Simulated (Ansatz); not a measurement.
**CH3NSn (SMILES N#[C][SnH3]): one structure at several levels**

The task here is to estimate one member of a computed series from the others.

Computed with Ansatz 0.2.0, Gaussian basis. Level: single points in def2-TZVPP.

Correlated methods freeze the cores. Filled d shells of the heavier atoms are correlated. Core potentials replace the inner electrons past krypton, and spin-orbit coupling is left out.

### Where the work starts

SMILES `N#[C][SnH3]`, 6 atoms, charge 0, spin multiplicity 1.

Atoms are counted from 1 here; the program's logs count them from 0.

Bond lengths: N1–C2 1.081 Å, C2–Sn3 2.163 Å, Sn3–H4 1.622 Å, Sn3–H5 1.887 Å, Sn3–H6 1.620 Å. Angles: N1–C2–Sn3 171.7°, C2–Sn3–H4 102.6°, C2–Sn3–H5 104.5°, C2–Sn3–H6 110.1°, H4–Sn3–H5 104.2°, H4–Sn3–H6 116.1°, H5–Sn3–H6 117.8°.

Geometry (Å):

```xyz
6
charge 0, multiplicity 1
N     2.0997   -0.8861    1.2765
C     1.2315   -0.5802    0.7097
Sn   -0.5135    0.2804   -0.2353
H    -0.0202    1.7854   -0.5834
H    -0.6105   -0.5742   -1.9149
H    -1.7949    0.1613    0.7482
```

Set-up of the first run:

Input file run/in.yaml:

```yaml
crystal:
  periodic: [false, false, false]
  atoms:
    - {symbol: N, position_ang: [2.099700, -0.886100, 1.276500]}
    - {symbol: C, position_ang: [1.231500, -0.580200, 0.709700]}
    - {symbol: Sn, position_ang: [-0.513500, 0.280400, -0.235300]}
    - {symbol: H, position_ang: [-0.020200, 1.785400, -0.583400]}
    - {symbol: H, position_ang: [-0.610500, -0.574200, -1.914900]}
    - {symbol: H, position_ang: [-1.794900, 0.161300, 0.748200]}
basis:
  gaussian: {orbitals: def2-TZVPP}
correlation: {method: ccsd_t}
output: {forces: true}
```

No record of the launch command was kept for these runs.

Steps of the session up to this table: CCSD(T)/def2-TZVPP; PBE0-D4/def2-TZVPP; wB97M-V/def2-TZVPP; r2SCAN-D4/def2-TZVPP; PBE-D4/def2-TZVPP; SPW92/def2-TZVPP; B97M-V/def2-TZVPP.

One table of the session follows, with a row left open; its other results are not shown here.

```
   method  RMS force component (eV/Å)  angle to CCSD(T) forces (°)  dipole (D)
  CCSD(T)                       4.442                    reference        4.42
  PBE0-D4                       3.940                          2.0        4.46
  wB97M-V                       3.880                          2.0        4.50
r2SCAN-D4                       4.071                          1.3        4.42
   PBE-D4                       4.362                          1.8        4.32
    SPW92                           ?                            ?           ?
   B97M-V                       3.929                          2.2        4.27
```

Estimate the missing values for SPW92.

As computed: RMS force component (eV/Å): 4.122; angle to CCSD(T) forces (°): 1.5; dipole (D): 4.45. In the column «RMS force component (eV/Å)» it lies between r2SCAN-D4 (4.071) and PBE-D4 (4.362).
